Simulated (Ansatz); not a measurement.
# UPBE0/3-21G run of PH (SMILES [PH])

Aim: the electronic atomisation energy of PH at UPBE0/3-21G, from 3 runs. 

Program for the calculation: Ansatz 0.2.0.

57 further runs of the same task are left out: 57 set aside as unsound or not needed.

## Step 1: The molecule

PH: 2 atoms, total charge 0, spin state triplet. SMILES: `[PH]`. Geometry: relaxed at GFN2-xTB.

Bond lengths: P1–H2 1.399 Å.

## Step 2: The energy at UPBE0/3-21G

Input file input.yaml:

```yaml
crystal:
  periodic: [false, false, false]
  atoms:
    - {symbol: P, position_ang: [0.000000, 0.000000, 0.000000]}
    - {symbol: H, position_ang: [0.000000, 0.000000, 1.399070]}
basis:
  gaussian: {orbitals: 3-21G.json}
magnetization: {spin_polarized: true, initial_magnetization: 2}
hamiltonian: {xc: {name: PBE0}}
accuracy: high
```

The basis set 3-21G is read from a file made from the Basis Set Exchange's data (not shown).

Launch:

```console
ansatz run input.yaml --threads 1 --pin off --max-ram 2610MiB --events-out events.jsonl --progress --plain --runs-dir runs
```

Output:

```text
Warning: RAYON_NUM_THREADS=1 ignored (pool sized by the plan → 1); use --threads N
Functional definition: PBE0
  name "PBE0"
  parameter a = 0.25
  parameter kappa = 0.804
  parameter beta = 0.06672455060314922
  exchange = (1 - a)*pbe_x(kappa = kappa, mu = beta*pi^2/3) + a*exact_x
  correlation = pbe_c(beta = beta)
277 factors; integrals over basis functions are off by at most 2.2e-9 eV
mean field evaluation 1: about -9251.8771 eV, gradient 2.6e0 eV
mean field evaluation 2: about -9251.9335 eV, gradient 1.2e0 eV
mean field evaluation 4: about -9251.9455 eV, gradient 5.4e-2 eV
mean field evaluation 8: about -9251.9418 eV, gradient 7.9e-4 eV
mean field evaluation 16: about -9251.9418 eV, gradient 4.2e-8 eV
mean field -9251.94179691 eV, -340.0025898450 hartree, gradient 4.2e-8 eV, S^2 2.003426; 0 other end points of the search recorded, 0 dependent functions left out
reference -9251.94179820 eV, -340.0025898926 hartree; 9, 7 occupied and 6, 8 virtual orbitals, 277 factors
Total energy: -9251.94179820 eV, -340.0025898926 hartree
```

Run time: 0.62 s. Hardware: 1 thread of Arm Neoverse V1, shared host.

## Step 3: The H atom, same level

Input file in.yaml:

```yaml
crystal:
  periodic: [false, false, false]
  atoms:
    - {symbol: H, position_ang: [0.000000, 0.000000, 0.000000]}
basis:
  gaussian:
    orbitals: 3-21G.json
magnetization:
  spin_polarized: true
  initial_magnetization: 1
hamiltonian:
  xc: pbe0
accuracy: high
```

The basis set 3-21G is read from a file made from the Basis Set Exchange's data (not shown).

Launch:

```console
ansatz run in.yaml --threads 1 --pin off --max-ram 2610MiB --events-out events.jsonl --progress --plain --runs-dir runs
```

Output, cut to the lines that bear on the results:

```text
Warning: RAYON_NUM_THREADS=1 ignored (pool sized by the plan → 1); use --threads N
[... 7 set-up lines as earlier in the session ...]
3 factors; integrals over basis functions are off by at most 1.3e-8 eV
mean field evaluation 1: about -13.5068 eV, gradient 4.4e-1 eV
mean field evaluation 2: about -13.5084 eV, gradient 3.7e-2 eV
mean field evaluation 4: about -13.5078 eV, gradient 3.0e-5 eV
mean field evaluation 8: about -13.5078 eV, gradient 2.2e-10 eV
mean field -13.50777999 eV, -0.4964017588 hartree, gradient 2.1e-9 eV, S^2 0.750000; 0 other end points of the search recorded, 0 dependent functions left out
reference -13.50778070 eV, -0.4964017850 hartree; 1, 0 occupied and 1, 2 virtual orbitals, 3 factors
Total energy: -13.50778070 eV, -0.4964017850 hartree
```

Wall time 0.1 s (1 thread of Arm Neoverse V1, shared host).

## Step 4: The P atom

Input file run.yaml:

```yaml
crystal:
  periodic: [false, false, false]
  atoms:
    - symbol: P
      position_ang: [0.000000, 0.000000, 0.000000]
basis:
  gaussian:
    orbitals: 3-21G.json
magnetization:
  spin_polarized: true
  initial_magnetization: 3
hamiltonian:
  xc: pbe0
accuracy: high
```

The basis set 3-21G is read from a file made from the Basis Set Exchange's data (not shown).

Launch:

```console
ansatz run run.yaml --threads 1 --pin off --max-ram 2610MiB --events-out events.jsonl --progress --plain --runs-dir runs
```

Output, cut to the lines that bear on the results:

```text
Warning: RAYON_NUM_THREADS=1 ignored (pool sized by the plan → 1); use --threads N
[... 7 set-up lines as earlier in the session ...]
78 factors; integrals over basis functions are off by at most 2.3e-9 eV
mean field evaluation 1: about -9235.6568 eV, gradient 2.1e0 eV
mean field evaluation 2: about -9235.6897 eV, gradient 7.5e-1 eV
mean field evaluation 4: about -9235.6977 eV, gradient 6.1e-2 eV
mean field evaluation 8: about -9235.6978 eV, gradient 6.2e-6 eV
mean field -9235.69777144 eV, -339.4056329196 hartree, gradient 1.2e-8 eV, S^2 3.750025; 0 other end points of the search recorded, 0 dependent functions left out
reference -9235.69777275 eV, -339.4056329676 hartree; 9, 6 occupied and 4, 7 virtual orbitals, 78 factors
Total energy: -9235.69777275 eV, -339.4056329676 hartree
```

Run time: 0.4 s. Hardware: 1 thread of Arm Neoverse V1, shared host.

## Step 5: What came out

Level: UPBE0/3-21G.

| quantity | value |
| --- | --- |
| molecule: total energy | -340.00259 Eh |
| molecule: ⟨S²⟩ | 2.003 |
| H atom: total energy | -0.49640 Eh |
| H atom: ⟨S²⟩ | 0.750 |
| P atom: total energy | -339.40563 Eh |
| P atom: ⟨S²⟩ | 3.750 |
| electronic atomisation energy | 2.736 eV |

In words: Taking the molecule apart into free atoms costs 2.74 eV (264 kJ/mol), before zero-point energy and without spin-orbit coupling. The basis has no polarisation functions, which makes bonds too weak.
